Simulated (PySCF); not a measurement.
# CoO₂Br: relaxation and vibrations of the quintet

Where does quintet CoO₂Br go from a trigonal pyramidal start, is the end point a minimum, and what are its modes, charges and moments?

Computed with PySCF 2.14.0. Level: PBE0, basis Co def2-TZVP, O def2-TZVP, Br def2-TZVP, no relativity, density fitting.

### Step 1. The starting structure

4 atoms, charge 0, spin multiplicity 5.

Bond lengths: Co1–O2 1.600 Å, Co1–O3 1.600 Å, Co1–Br4 2.250 Å. Angles: O2–Co1–O3 99.7°, O2–Co1–Br4 99.8°, O3–Co1–Br4 99.8°.

```xyz
4
charge 0 multiplicity 5
Co    0.0000    0.0000    0.0000
O    -0.7064    1.2234    0.7512
O    -0.7064   -1.2234    0.7512
Br    1.9866    0.0000    1.0563
```

### Step 2. The SCF at the typed geometry

The steps below are one call of a driver around PySCF. For each, scf.py gives the equivalent set-up of the SCF; relaxations use the driver's own optimiser. After this first run the driver tries any further starts and a stability analysis.

File scf.py:

```python
from pyscf import gto, scf, dft
mol = gto.M(atom='''
Co     0.000000     0.000000     0.000000
O     -0.706400     1.223400     0.751200
O     -0.706400    -1.223400     0.751200
Br     1.986600     0.000000     1.056300''',
    basis={'Co': 'def2-TZVP', 'O': 'def2-TZVP', 'Br': 'def2-TZVP'},
    charge=0, spin=4)
mf = dft.UKS(mol, xc='PBE0')
mf.grids.atom_grid = (50, 194)
aux = {'Co': 'def2-universal-JKFIT', 'O': 'def2-universal-JKFIT', 'Br': 'def2-universal-JKFIT'}
mf = mf.density_fit(auxbasis=aux)
mf.conv_tol = 1e-08
mf.diis_space = 10
mf.max_cycle = 60
mf.init_guess = 'minao'
mf.verbose = 4
mf.kernel()
```

Run with:

```console
$ OMP_NUM_THREADS=4 python axn.py task.json out
```

After this run come: Trigonal pyramidal start, quintet: relaxation; Is it a minimum? Harmonic modes.

**Question.** What will these runs give? Wanted: minimum; geometry; wavenumbers; dipole moment; highest occupied, lowest empty level; polar-tensor charge of Co1; zero-point energy; atomisation energy; ⟨S²⟩.

The runs gave:

| quantity | value |
| --- | --- |
| minimum | quintet, C2v |
| geometry | Co–Br 2.252 Å, Co–O 1.628 Å (×2); Br–Co–O 127.7° (×2), O–Co–O 104.6° |
| wavenumbers (cm⁻¹) | 47 (b2), 125 (b1), 259 (a1), 350 (a1), 592 (b2), 783 (a1) |
| dipole moment | 0.55 D |
| highest occupied, lowest empty level (either spin) | -8.79, -5.53 eV |
| polar-tensor charge of Co1 | +0.81 e |
| zero-point energy | 12.9 kJ/mol |
| entropy at 298.15 K | 341.8 J/(mol K) |
| atomisation energy (no zero-point energy) | 856 kJ/mol |
| ⟨S²⟩ | 6.044 |

**Reading.** The trigonal pyramidal start (Cs) ends in a minimum of C2v symmetry. The strongest infrared band lies at 125 cm⁻¹ (b1, bend). Most of the spin sits on Co1 (Mulliken spin 2.10, against 4 for the whole molecule). The first SCF alone would have been 19 kJ/mol too high. Other starts or spin states, not run here, may lie lower. One determinant may miss the lowest occupation of an open d or f shell.
